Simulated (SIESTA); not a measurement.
DyAgB4F16:

```
CELL_PARAMETERS angstrom
5.40691 0.00000 0.00000
-0.00821 6.87571 0.00000
-0.44883 -1.49273 9.39097
ATOMIC_POSITIONS crystal
Dy 0.48074 0.97248 0.47238
Ag 0.99692 0.03753 0.98684
B 0.01881 0.78487 0.31959
B 0.44822 0.77312 0.79930
B 0.52663 0.18653 0.22481
B 0.00514 0.26118 0.66272
F 0.80326 0.75937 0.39809
F 0.08219 0.99270 0.35012
F 0.98414 0.71942 0.17896
F 0.22838 0.69761 0.38449
F 0.52386 0.58987 0.81522
F 0.19267 0.80215 0.81155
F 0.57907 0.92577 0.88754
F 0.49837 0.80158 0.64733
F 0.74519 0.24580 0.17645
F 0.53282 0.97360 0.22928
F 0.50733 0.26184 0.37648
F 0.31953 0.23356 0.14835
F 0.99557 0.42522 0.60200
F 0.80189 0.12328 0.59928
F 0.99581 0.28321 0.80764
F 0.23345 0.14929 0.62158
```

The cell was built by a generator and needn't be a form met in nature.

* Program: SIESTA 5.4.2
* Task: single point
* Functional: PBE
* Potentials or basis: PseudoDojo 0.4 standard with PseudoDojo 3+ lanthanides (4f in the core) (PBE files)
* Basis: DZP (energy shift 0.003 Ry; two zetas on semicore shells)
* Grid cutoff: 800 Ry
* Energy shift: 0.003 Ry
* k mesh: 5 × 4 × 3
* Occupations: fermi-dirac, width 0.05 eV
* Spin: collinear spin, ferromagnetic start
* Starting moments: [5.0, 0.0, 0.0, 0.0, 0.0, 0.0, 0.0, 0.0, 0.0, 0.0, 0.0, 0.0, 0.0, 0.0, 0.0, 0.0, 0.0, 0.0, 0.0, 0.0, 0.0, 0.0] μB

On this cell: pressure 0.6 GPa; largest force 0.588 eV/Å; net moment 0.00 μB per cell; band gap on the k mesh 4.31 eV, indirect (least direct gap 4.33 eV).

The same run follows on a disturbed copy (atoms moved at random, drawn with an rms of 0.05 Å):

```
CELL_PARAMETERS angstrom
5.40691 0.00000 0.00000
-0.00821 6.87571 0.00000
-0.44883 -1.49273 9.39097
ATOMIC_POSITIONS crystal
Dy 0.47819 0.97047 0.46440
Ag 0.99898 0.03137 0.98987
B 0.01928 0.79282 0.32205
B 0.44284 0.77848 0.80068
B 0.51952 0.19178 0.22606
B 0.01034 0.26468 0.66255
F 0.79865 0.76035 0.39959
F 0.07945 0.99269 0.34352
F 0.98689 0.71664 0.17905
F 0.24276 0.70160 0.38982
F 0.52865 0.59127 0.81254
F 0.19835 0.80458 0.81255
F 0.58863 0.92360 0.88705
F 0.50434 0.79734 0.65045
F 0.73674 0.24901 0.17838
F 0.53264 0.97618 0.23184
F 0.50119 0.25868 0.37137
F 0.31436 0.22944 0.15293
F 0.99544 0.41919 0.59780
F 0.79635 0.12998 0.60601
F 0.98532 0.29001 0.80537
F 0.22902 0.14546 0.62471
```

Problem. What does the disturbed cell give?

Solution. The energy moves by +27.8 meV/atom; pressure 2.0 GPa; largest force 3.007 eV/Å; net moment 0.00 μB per cell; band gap on the k mesh 4.33 eV, indirect (least direct gap 4.37 eV).

Forces in eV/Å, atoms in the order of the input:
```
Dy   0.497  0.093  1.773
Ag  -0.141  0.118 -0.127
B   -0.151 -1.763 -0.940
B    2.638 -1.307 -0.613
B    1.015 -1.004 -0.182
B   -0.833 -1.512  0.377
F    0.757  0.056 -0.097
F    0.077  1.095  0.462
F    0.075  0.062  0.704
F   -1.127  0.296 -0.431
F   -0.312 -0.139  0.319
F   -2.137  0.366  0.315
F   -0.019  0.618  0.576
F   -0.118  0.787 -1.035
F    0.993  0.444 -0.513
F    0.144 -0.899 -0.569
F   -0.265  0.947  2.221
F   -1.750  0.700 -1.341
F    0.297  2.099 -1.077
F   -0.603 -0.734 -0.902
F    0.362 -0.006  1.386
F    0.600 -0.318 -0.306
```

Stress tensor (GPa, compression positive):
```
1.55 0.30 0.16
0.30 2.38 0.19
0.16 0.19 1.99
```

Caveats: the magnetic or orbital state may not be the lowest; short orbitals over semicore shells can move pressures by several GPa; spin-orbit coupling is left out, which moves the levels of the heavy elements; an odd mesh through Γ misses points on the zone boundary, where band edges often lie; the 4f electrons are frozen in the core as for a trivalent ion, so they carry no moment and show no levels; the basis of atomic orbitals isn't converged, which shifts pressures, moduli and gaps.
